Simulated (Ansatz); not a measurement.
**Platinum, simple cubic under LDA: ground state and equation of state**

The plan for platinum in the simple cubic structure: relax it, solve it on a dense k-mesh, switch on spin-orbit coupling, then scale the cell to 7 volumes from 88 to 112 % of the relaxed one and try a fit of the equation of state. The k-meshes are 12×12×12 for the relaxation; 20×20×20 for the dense run; 12×12×12 for spin-orbit coupling; 14×14×14 for the volumes.

This is Pt in the simple cubic structure; at room conditions it is fcc.

Program: Ansatz 0.2.0. Level of theory: DFT LDA (PW92), plane waves (420 eV) with PAW, scalar-relativistic; the PAW data stem from PBE, with regenerated cores. These are calculated values, not measurements.

### Step 1. The structure to begin with

It takes space group Pm-3m (No. 221, cubic). The conventional cell has a = 2.536 Å, b = 2.536 Å, c = 2.536 Å, α = 90.00°, β = 90.00°, γ = 90.00°. Pt (site symmetry m-3m) has 6 Pt at 2.54 Å as nearest neighbours.

As a file:

```cif
data_structure
_symmetry_space_group_name_H-M 'P 1'
_symmetry_Int_Tables_number 1
_cell_length_a 2.5356
_cell_length_b 2.5356
_cell_length_c 2.5356
_cell_angle_alpha 90.000
_cell_angle_beta 90.000
_cell_angle_gamma 90.000
_cell_volume 16.30
loop_
_atom_site_label
_atom_site_type_symbol
_atom_site_fract_x
_atom_site_fract_y
_atom_site_fract_z
_atom_site_occupancy
Pt1 Pt 0.00000 0.00000 0.00000 1
```

### Step 2. Relaxation of the cell

Contents of input.yaml:

```yaml
crystal:
  lattice:
    - [2.5356188197, 0.0, 0.0]
    - [0.0, 2.5356188197, 0.0]
    - [0.0, 0.0, 2.5356188197]
  atoms:
    - { symbol: Pt, position: [0.0, 0.0, 0.0] }
hamiltonian:
  xc: lda
  pseudopotentials:
    kind: paw
    azcp:
      Pt: "pseudopotentials/Pt.paw.azcp"
basis:
  ecutwfc: 420
  fft_grid_basis: typed
kpoints:
  mp_grid: { grid: [12, 12, 12], shift: [0, 0, 0] }
magnetization:
  spin_polarized: false
scf:
  occupations: { method: fermi_dirac, width: 0.1 }
relax:
  max_steps: 60
  f_tol: 0.01
  cell: {}
output:
  write_density: true
  write_potential: true
  elf: true
  volumetric_format: npy
```

Further steps of the session: Single point on a dense mesh; With spin-orbit coupling; At 88 % of the relaxed volume; At 92 % of the relaxed volume; At 96 % of the relaxed volume; At 100 % of the relaxed volume; At 104 % of the relaxed volume; At 108 % of the relaxed volume; At 112 % of the relaxed volume.

**Question.** What will these runs give? Wanted: space group; conventional cell; volume; shortest distance; gap on the mesh; relative to fcc; V₀, B₀, B₀′.

The runs gave:

| quantity | value |
| --- | --- |
| space group (spins left aside) | Pm-3m (No. 221) |
| conventional cell | a = 2.570 Å |
| volume | 16.979 Å³/atom |
| shortest distance | 2.570 Å |
| gap on the mesh | none (levels filled in part) |
| relative to fcc | +541 meV/atom |
| V₀, B₀, B₀′ | 16.958 Å³/atom, 234 GPa, 5.3 |

In words: The relaxation enlarged the cell by 4.2 % in volume. It lies 541 meV/atom above the element's reference form at the same level (fcc, from a run of its own), so it is far from stable. No gap shows: it is a metal or semimetal at this level. The total energy of the spin-orbit run lies -33.3 eV/atom from the scalar one, but the two kinds of run don't share a zero of energy: only differences within one kind count. B₀ comes out at 234 GPa. Relaxation kept the symmetry; phonons were not checked.
